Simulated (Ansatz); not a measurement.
# NaCu2Mo: the cost of one run

Program: Ansatz 0.2.0. Level of theory: DFT PBE, scalar-relativistic, plane waves, PAW. These are calculated values, not measurements.

## (1) The system as given

It takes space group P4/mmm (No. 123, tetragonal). The conventional cell has a = 3.851 Å, b = 3.851 Å, c = 4.096 Å, α = 90.00°, β = 90.00°, γ = 90.00°. Around Na (site symmetry 4/mmm) lie 4 Mo at 2.72 Å and 8 Cu at 2.81 Å. Cu (site symmetry mmm) is surrounded by 4 Cu at 2.72 Å and 4 Na at 2.81 Å and 4 Mo at 2.81 Å. Mo (site symmetry 4/mmm) has 4 Na at 2.72 Å and 8 Cu at 2.81 Å as nearest neighbours.

Structure file:

```cif
data_structure
_symmetry_space_group_name_H-M 'P4/mmm'
_symmetry_Int_Tables_number 123
_cell_length_a 3.8510
_cell_length_b 3.8510
_cell_length_c 4.0961
_cell_angle_alpha 90.000
_cell_angle_beta 90.000
_cell_angle_gamma 90.000
_cell_volume 60.75
loop_
_atom_site_label
_atom_site_type_symbol
_atom_site_symmetry_multiplicity
_atom_site_Wyckoff_symbol
_atom_site_fract_x
_atom_site_fract_y
_atom_site_fract_z
_atom_site_occupancy
Na1 Na 1 a 0.00000 0.00000 0.00000 1
Cu1 Cu 2 e 0.50000 0.00000 0.50000 1
Mo1 Mo 1 c 0.50000 0.50000 0.00000 1
```

The cell is invented: species swapped into a database cell of ErIn2Sn (P4/mmm, No. 123), with Na on the Er sites, Cu on the In sites and Mo on the Sn sites. The dimensions are guesses.

## (2) Probe: one point on a coarse mesh

The input, input.yaml:

```yaml
crystal:
  lattice:
    - [3.85101136, 0.0, 0.0]
    - [0.0, 3.85101136, 0.0]
    - [0.0, 0.0, 4.09608589]
  atoms:
    - { symbol: Na, position: [0.0, 0.0, 0.0] }
    - { symbol: Cu, position: [0.5, 0.0, 0.5] }
    - { symbol: Cu, position: [0.0, 0.5, 0.5] }
    - { symbol: Mo, position: [0.5, 0.5, 0.0] }
basis:
  ecutwfc: 420
kpoints:
  mp_grid: { grid: [4, 4, 4] }
hamiltonian:
  xc: pbe
scf:
  occupations: { method: gaussian, width: 0.1 }
  lower_state_search: "off"
output:
  forces: true
  stress: true
  eigenvalues: true
```

The run is started by

```bash
$ ansatz run input.yaml --threads 1 --pin off --max-ram 2048MiB --backend cpu --events-out ev --progress --plain --runs-dir out
```

**Question.** How long does this run take on 1 thread of AMD EPYC 9R45 (Zen 5), shared host, and how much memory does it need?

About 1.2 s, with a peak of 0.41 GiB.
